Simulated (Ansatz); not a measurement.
# H8OSiSn: the cost of one run

Program: Ansatz 0.2.0, Gaussian basis. Level of theory: PBE0-D4, def2-SVP first, then def2-TZVP. These are calculated values, not measurements.

143 further runs of the same task are left out: 143 set aside as unsound or not needed. Runs told in other sessions of the task aren't counted.

### 1 The starting structure

The guess: 11 atoms, charge 0, spin multiplicity 1.

Atoms are counted from 1 here; the program's logs count them from 0.

Bond lengths: Sn1–O2 2.384 Å, Sn1–H3 1.730 Å, Sn1–H4 1.749 Å, Sn1–H5 1.770 Å, Sn1–Si7 3.050 Å, O2–H8 0.965 Å, H6–Si7 1.691 Å, Si7–H9 1.468 Å, Si7–H10 1.465 Å, Si7–H11 1.470 Å. Angles: O2–Sn1–H3 91.9°, O2–Sn1–H4 113.6°, O2–Sn1–H5 132.5°, O2–Sn1–Si7 64.2°, H3–Sn1–H4 102.0°, H3–Sn1–H5 100.6°, H3–Sn1–Si7 154.6°, H4–Sn1–H5 108.3°, H4–Sn1–Si7 95.9°, H5–Sn1–Si7 90.6°, Sn1–O2–H8 143.9°, Sn1–Si7–H6 56.5°, Sn1–Si7–H9 120.4°, Sn1–Si7–H10 82.7°, Sn1–Si7–H11 126.3°, H6–Si7–H9 99.8°, H6–Si7–H10 138.9°, H6–Si7–H11 96.8° and more.

Geometry (Å):

```
atom     x (Å)     y (Å)     z (Å)
 Sn1  -0.83060  -1.09310  -0.60400
  O2   1.33070  -1.12690   0.40080
  H3  -0.67690  -2.73450  -1.12720
  H4  -2.14120  -1.19970   0.54850
  H5  -1.45010  -0.33860  -2.08020
  H6   1.07330   0.14730   0.53660
 Si7   0.22220   1.59850   0.37010
  H8   2.05100  -1.70370   0.68240
  H9   1.18120   2.35820  -0.44130
 H10  -1.10170   2.06040  -0.05490
 H11   0.34210   2.03220   1.76910
```

Distances that are to change: Sn1–Si7 3.05 Å, O2–H6 1.31 Å, Sn1–O2 2.38 Å, H6–Si7 1.69 Å.

### 2 Constrained relaxation of the guess

File hold/in.yaml:

```yaml
crystal:
  periodic: [false, false, false]
  atoms:
    - {symbol: Sn, position_ang: [-0.830600, -1.093100, -0.604000]}
    - {symbol: O, position_ang: [1.330700, -1.126900, 0.400800]}
    - {symbol: H, position_ang: [-0.676900, -2.734500, -1.127200]}
    - {symbol: H, position_ang: [-2.141200, -1.199700, 0.548500]}
    - {symbol: H, position_ang: [-1.450100, -0.338600, -2.080200]}
    - {symbol: H, position_ang: [1.073300, 0.147300, 0.536600]}
    - {symbol: Si, position_ang: [0.222200, 1.598500, 0.370100]}
    - {symbol: H, position_ang: [2.051000, -1.703700, 0.682400]}
    - {symbol: H, position_ang: [1.181200, 2.358200, -0.441300]}
    - {symbol: H, position_ang: [-1.101700, 2.060400, -0.054900]}
    - {symbol: H, position_ang: [0.342100, 2.032200, 1.769100]}
basis:
  gaussian: {orbitals: def2-SVP}
hamiltonian: {xc: pbe0, dispersion: d4}
relax: {f_tol: 0.04, max_steps: 150, escape_saddle: false, constraints: [{distance: [0, 6]}, {distance: [1, 5]}, {distance: [0, 1]}, {distance: [5, 6]}]}
```

Run with:

```console
> ansatz run in.yaml --threads 4 --pin off --events-out ev --progress --plain --max-ram 9574MiB
```

**Question.** How long does this run take on 4 threads of Arm Neoverse V2, shared host?

About 16 s.
